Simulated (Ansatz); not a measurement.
## CH4O2SeSi, SMILES OC(=[Se])O[SiH3]: a comparison of dispersion corrections, step by step

Computed with Ansatz 0.2.0, Python API.

Typed at the interpreter:
```pycon
>>> import ansatz
>>> geometry_ang = [
...     ("O", [-2.0741, 1.1543, 0.5212]),
...     ("C", [-0.8712, 0.6133, 0.4027]),
...     ("Se", [0.4976, 0.9466, 1.7402]),
...     ("O", [-0.5034, -0.2058, -0.672]),
...     ("Si", [0.995, -0.9537, -0.8191]),
...     ("H", [-2.3341, 1.8221, 1.2897]),
...     ("H", [2.0451, 0.1068, -0.879]),
...     ("H", [1.084, -1.7589, -2.021]),
...     ("H", [1.2494, -1.771, 0.4201]),
... ]
>>> molecule = ansatz.Crystal.molecule()
>>> for symbol, xyz in geometry_ang:
...     molecule = molecule.atom(symbol, xyz)
...
>>> job = molecule.calculation().basis(gaussian="def2-SVP")
>>> for name in ["r2scan", "revpbe"]:
...     for correction in ("d3bj", "d4"):
...         data = job.functional(name, dispersion=correction).run(threads=1, pin="off").report
...         print(f"{name:8s} {correction:5s} total {data['free_energy_ev']:.5f} eV, of which dispersion {1000 * data['dispersion']['energy']['ev']:.2f} meV")
...
DeckWarning: the engine holds no damping parameters fitted to this dispersion correction and functional, so the run takes those fitted to r2scan beside the three-body term, which d3bj leaves out (hamiltonian.dispersion, under Limitations)
r2scan   d3bj  total -78405.16992 eV, of which dispersion -60.61 meV
r2scan   d4    total -78405.16283 eV, of which dispersion -53.52 meV
revpbe   d3bj  total -78400.58610 eV, of which dispersion -534.13 meV
revpbe   d4    total -78400.71886 eV, of which dispersion -666.89 meV
```

Reading the output:
- Total energies depend on the basis set; only differences at equal settings carry meaning.
- Warnings are shown shortened and without file and line.
- The geometry is a force-field or estimated start, not a minimum of this method, and the basis set is short of its limit. D4 holds the three-body term, and d3bj doesn't.
- A dispersion term here runs with damping parameters fitted for another variant or functional.
- The whole script took 20 s on 1 thread of Arm Neoverse V1, with other jobs on the host, peak memory 0.23 GiB.
